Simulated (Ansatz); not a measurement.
# AlN: a single-point run

Wanted: a converged single-point run for AlN, and a check of what comes out. The structure is shown as the input types it.

Program: Ansatz 0.2.0. Level of theory: density functional or hybrid calculation with the settings of its input, plane waves (as first typed). These are calculated values, not measurements.

2 further runs of the same task are left out: 2 that didn't finish.

## 1. The starting structure

Symmetry: F-43m, No. 216, cubic system. The conventional cell has a = 4.370 Å, b = 4.370 Å, c = 4.370 Å, α = 90.00°, β = 90.00°, γ = 90.00°. Al (site symmetry -43m) has 4 N at 1.89 Å as nearest neighbours. N (site symmetry -43m) has 4 Al at 1.89 Å as nearest neighbours.

Coordinates:

```cif
data_structure
_symmetry_space_group_name_H-M 'F-43m'
_symmetry_Int_Tables_number 216
_cell_length_a 4.3698
_cell_length_b 4.3698
_cell_length_c 4.3698
_cell_angle_alpha 90.000
_cell_angle_beta 90.000
_cell_angle_gamma 90.000
_cell_volume 83.44
loop_
_atom_site_label
_atom_site_type_symbol
_atom_site_symmetry_multiplicity
_atom_site_Wyckoff_symbol
_atom_site_fract_x
_atom_site_fract_y
_atom_site_fract_z
_atom_site_occupancy
Al1 Al 4 a 0.00000 0.00000 0.00000 1
N1 N 4 d 0.25000 0.25000 0.75000 1
```

## 2. The calculation

File input.yaml:

```yaml
crystal:
  lattice:
    - [0.0, 2.1848764127, 2.1848764127]
    - [2.1848764127, 0.0, 2.1848764127]
    - [2.1848764127, 2.1848764127, 0.0]
  atoms:
    - { symbol: Al, position: [0.0, 0.0, 0.0] }
    - { symbol: "N", position: [0.25, 0.25, 0.25] }
kpoints:
  mp_grid: { grid: [4, 4, 4] }
hamiltonian:
  xc: hse06
scf:
  occupations: { method: fixed }
  n_extra_bands: 4
  max_iter: 54
output:
  forces: true
  stress: true
  eigenvalues: true
basis:
  ecutwfc: 40
```

Run with:

```bash
$ ansatz run input.yaml --threads 4 --pin off --max-ram 3686MiB --backend cpu --events-out ev --progress --plain --runs-dir out
```

**Question.** How will this run end, and is anything wrong with its input?

The program finished normally, with warnings (band table not solved further, cushion resolved, cutoff below recommended). It gives a pressure of 225 GPa, which is large; a structure far from rest gives such values too, whatever the setting.

Look at the input: basis.ecutwfc is 40. The basis cutoff is far too low: the plane waves can't represent the orbitals near the cores. The potentials' recommended cutoff is 420 eV.

Run again and compare: delete basis.ecutwfc (the default then holds).
